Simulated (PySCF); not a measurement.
**wB97M-V/def2-TZVPP (core potential) run of InF (SMILES [F][In])**

What is the vertical singlet–triplet gap of InF at wB97M-V/def2-TZVPP (core potential)? 

The calculation is run with PySCF 2.14.0.

4 further runs of the same task are left out: 4 set aside as unsound or not needed.

## (1) The structure to begin with

The species is InF (2 atoms), meant as a singlet with charge 0. SMILES: `[F][In]`. Geometry: relaxed at PBE0-D4/def2-TZVP.

Bond lengths: F1–In2 1.994 Å.

## (2) The energy at wB97M-V/def2-TZVPP (core potential)

calc.py

```python
# InF
from pyscf import gto, dft

system = gto.Mole()
system.atom = [
    ('F', (0.000000, 0.000000, 0.015910)),
    ('In', (-0.000000, -0.000000, 2.009580)),
]
system.charge = 0
system.verbose = 4
system.max_memory = 1860
system.basis = 'def2-tzvpp'
system.ecp = {'In': 'def2-svp'}
system.build()

mf = dft.RKS(system, xc='wb97m-v')
mf.nlcgrids.level = 1
mf.grids.level = 5
mf.conv_tol = 1e-10
mf.kernel()
if not mf.converged:
    mf = mf.newton().run(mf.mo_coeff, mf.mo_occ)

e_tot = mf.e_tot
print('E(%s) = %.9f' % ('WB97M-V', e_tot))
```

Command:

```
OMP_NUM_THREADS=1 python calc.py
```

Log:

```text
PySCF version 2.14.0

[INPUT] num. atoms = 2
[INPUT] num. electrons = 30
[INPUT] charge = 0
[INPUT] spin (= nelec alpha-beta = 2S) = 0
[INPUT] symmetry False subgroup None
[INPUT] Mole.unit = angstrom
[INPUT] Symbol           X                Y                Z      unit          X                Y                Z       unit  Magmom
[INPUT]  1 F      0.000000000000   0.000000000000   0.015910000000 AA    0.000000000000   0.000000000000   0.030065542642 Bohr   0.0
[INPUT]  2 In     0.000000000000   0.000000000000   2.009580000000 AA    0.000000000000   0.000000000000   3.797555825403 Bohr   0.0

nuclear repulsion = 50.1660218912257
number of shells = 27
number of NR pGTOs = 137
number of NR cGTOs = 81
basis = def2-tzvpp
ecp = {'In': 'def2-svp'}

[... 65 lines left out ...]
converged SCF energy = -290.010092545689
E(WB97M-V) = -290.010092546
```

It took 26 s on 1 thread of Arm Neoverse V1, shared host; peak memory 0.42 GiB.

## (3) The triplet, same level

calc.py

```python
from pyscf import gto, dft

mol = gto.M(
    atom='''
F      0.000000     0.000000     0.015910
In     0.000000     0.000000     2.009580
''',
    max_memory=1860,
    basis='def2-tzvpp',
    ecp={'In': 'def2-svp'},
    verbose=4,
    charge=0,
    spin=2,
)

mf = dft.UKS(mol, xc='wb97m-v')
mf.grids.level = 5
mf.conv_tol = 1e-10
mf.nlcgrids.level = 1
mf.kernel()
if not mf.converged:
    mf = mf.newton().run(mf.mo_coeff, mf.mo_occ)

e_final = mf.e_tot
print('E(%s) = %.9f' % ('WB97M-V', e_final))
```

Command:

```
OMP_NUM_THREADS=1 python calc.py
```

Log:

```text
PySCF version 2.14.0

[INPUT] num. atoms = 2
[INPUT] num. electrons = 30
[INPUT] charge = 0
[INPUT] spin (= nelec alpha-beta = 2S) = 2
[INPUT] symmetry False subgroup None
[INPUT] Mole.unit = angstrom
[INPUT] Symbol           X                Y                Z      unit          X                Y                Z       unit  Magmom
[INPUT]  1 F      0.000000000000   0.000000000000   0.015910000000 AA    0.000000000000   0.000000000000   0.030065542642 Bohr   0.0
[INPUT]  2 In     0.000000000000   0.000000000000   2.009580000000 AA    0.000000000000   0.000000000000   3.797555825403 Bohr   0.0

nuclear repulsion = 50.1660218912257
number of shells = 27
number of NR pGTOs = 137
number of NR cGTOs = 81
basis = def2-tzvpp
ecp = {'In': 'def2-svp'}

[... 42 lines left out ...]
[... the frontier-level lines of each cycle are left out ...]
[... 3 lines left out ...]
[... 54 lines left out ...]
converged SCF energy = -289.868973106032  <S^2> = 2.0054006  2S+1 = 3.0035982
E(WB97M-V) = -289.868973106
```

Run time: 42 s. Hardware: 1 thread of Arm Neoverse V1, shared host; peak memory 0.43 GiB.

## (4) Outcome

Level: wB97M-V/def2-TZVPP (core potential).

```
                                        quantity          value
                           singlet: total energy  -290.01009 Eh
                          singlet: dipole moment         3.16 D
                            singlet: HOMO energy       -9.65 eV
                            singlet: LUMO energy       -0.11 eV
                          singlet: HOMO–LUMO gap        9.54 eV
                           triplet: total energy  -289.86897 Eh
                          triplet: dipole moment         2.98 D
     triplet: HOMO energy (highest over α and β)       -5.96 eV
      triplet: LUMO energy (lowest over α and β)       -3.64 eV
                                   triplet: ⟨S²⟩          2.005
vertical energy of the triplet above the singlet       3.840 eV
```

**Reading.** At this shape the triplet lies 3.84 eV (89 kcal/mol) above the singlet.
